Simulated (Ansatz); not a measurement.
# HfBr: the cost of one run

Method: DFT PBE, scalar-relativistic, plane waves, PAW, in Ansatz 0.2.0.

**1. The system as given**

The structure is tetragonal, space group P4/mmm (No. 123). Conventional cell: a = 3.667 Å, b = 3.667 Å, c = 4.131 Å, α = 90.00°, β = 90.00°, γ = 90.00°. Hf (site symmetry 4/mmm) is surrounded by 8 Br at 3.31 Å and 4 Hf at 3.67 Å. Br (site symmetry 4/mmm) has 8 Hf at 3.31 Å as nearest neighbours.

Coordinates:

```xyz
2
Lattice="3.6665 0.0000 0.0000 0.0000 3.6665 0.0000 0.0000 0.0000 4.1309" Properties=species:S:1:pos:R:3 pbc="T T T"
Hf    0.0000    0.0000    0.0000
Br    1.8333    1.8333    2.0655
```

The cell is invented: species swapped into a database cell of NbRu (P4/mmm, No. 123), with Hf on the Nb sites and Br on the Ru sites. Its size is a rough estimate.

**2. A first look at the guess**

Input file input.yaml:

```yaml
crystal:
  lattice:
    - [3.66650921, 0.0, 0.0]
    - [0.0, 3.66650921, 0.0]
    - [0.0, 0.0, 4.13093385]
  atoms:
    - { symbol: Hf, position: [0.0, 0.0, 0.0] }
    - { symbol: Br, position: [0.5, 0.5, 0.5] }
basis:
  ecutwfc: 420
kpoints:
  mp_grid: { grid: [6, 6, 4] }
hamiltonian:
  xc: pbe
scf:
  occupations: { method: gaussian, width: 0.1 }
  lower_state_search: "off"
output:
  forces: true
  stress: true
  eigenvalues: true
```

Run with:

```bash
ansatz run input.yaml --threads 1 --pin off --max-ram 2048MiB --backend cpu --events-out ev --progress --plain --runs-dir out
```

Q: Estimate wall time and peak memory on 1 thread of Arm Neoverse V2, shared host.

About 1.9 s, with a peak of 0.32 GiB.
